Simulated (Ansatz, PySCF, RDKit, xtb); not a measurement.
# Si2H6SO: a search for the lowest isomer

Given the formula Si2H6SO and nothing else, which arrangement of the atoms is the most stable in the gas at 298.15 K, and what are its properties?

Plan: many cheap relaxations first (GFN2-xTB), then density-functional screening, relaxation at B3LYP/6-31G*, vibrations and a final energy. The numbers are computed, not measured.

7 further runs of the same task are left out: 7 set aside as unsound or not needed.

**1. Drawing up candidates**

A program enumerates the bonding patterns with one Lewis structure each (two rings at most, one unusual centre or charged pair), with their diastereomers. O–O, O–halogen and N–halogen bonds and N–N–N chains are not drawn. That gives 34 candidates.

c007 [SiH2-][OH+][SiH2]S; c077 [SiH2-][O+]([SiH3])S; c091 O[SiH2][SiH-][SH2+]; c132 O[SiH2][SiH2]S; c155 O=[S@H](=[SiH2])[SiH3]; c168 [SiH3]O[SiH2]S; c178 O/[SH]=[SiH]\[SiH3]; c202 [SiH2-][OH+]S[SiH3]; c210 [SiH3]O[SiH-][SH2+]; c226 O/[SH]=[SiH]/[SiH3]; c266 O=S([SiH3])[SiH3]; c292 [OH2+][Si-]([SiH3])S; c359 [SiH3][OH+][SiH-]S; c391 [OH2+][SiH-][SiH2]S; c429 O=[SH][SiH2][SiH3]; c431 O=[Si@H-]([SiH3])[SH2+]; c463 O[SH]1[SiH2][SiH2]1; c466 [SiH3][SiH2]OS; c490 O[Si@H]([SiH3])S; c492 O[Si-]([SiH3])[SH2+]; c510 [OH2+][SiH-]S[SiH3]; c521 O/[SiH]=[SH]/[SiH3]; c549 O[S@](=[SiH2])[SiH3]; c606 O[SiH2][SH]=[SiH2]; c610 [SiH3][SiH-][OH+]S; c684 O[SiH2]S[SiH3]; c751 OS[SiH2][SiH3]; c770 O/[SiH]=[SH]\[SiH3]; c792 [SiH2]=[SH]O[SiH3]; c822 [SiH3]OS[SiH3]; c833 O[Si@H-](=[SiH2])[SH2+]; c877 O[S@H](#[SiH])[SiH3]; c924 [SiH3][S@@H]1O[SiH2]1; c933 O[SH](=[SiH2])=[SiH2].

Candidates are built by distance geometry, with a force field where one applies, in up to four conformers (letters a to d). 10 starts with atoms placed at random are added, to find patterns that the rules miss.

**Question.** With final energies at CCSD(T)/def2-SVP + MP2/def2-TZVPP - MP2/def2-SVP, which structure will this search put lowest in free energy, and by what margin?

| quantity | value |
| --- | --- |
| lowest structure found | [SiH3]O[SiH2]S, singlet, C1 |
| next finalist | O[SiH2]S[SiH3], singlet, 12.1 kcal/mol higher in G |
| share at equilibrium, among the finalists | 100.0 % |
| harmonic wavenumbers, lowest and highest (B3LYP/6-31G*) | 37 and 2673 cm⁻¹ |
| rotational constants, same geometry | 0.236, 0.05136, 0.04422 cm⁻¹ |
| dipole moment (PBE0/def2-TZVPD) | 0.76 D |
| HOMO energy (PBE0/def2-TZVPD) | -7.72 eV |
| LUMO energy (PBE0/def2-TZVPD) | -0.37 eV |
| HOMO–LUMO gap (PBE0/def2-TZVPD) | 7.35 eV |
| lowest excitation (TD-CAM-B3LYP/def2-SVPD) | 6.18 eV (f = 0.015) |
| strongest of the states computed, same level | 6.71 eV (f = 0.044) |
| lowest triplet excitation, same level, Tamm-Dancoff | 5.73 eV |
| vertical ionisation energy | 9.89 eV |
| vertical electron affinity | -0.72 eV (unbound: the value depends on the basis) |
| vertical triplet less singlet | +5.58 eV |

`[SiH3]O[SiH2]S` comes out lowest. Among the finalists first place is clear (12.1 kcal/mol); structures outside the list aren't covered. GFN2-xTB, HF/STO-3G, r2SCAN-D4/def2-SVP, B3LYP/6-31G*, HF/def2-SVP and MP2/def2-SVP already put its bonding pattern lowest among the structures in one piece. 2 minima inside the window were never screened. Lowest found is not proven lowest: the search is finite, and each finalist counts with one conformer. Patterns outside the rules of the enumeration were met only by chance.
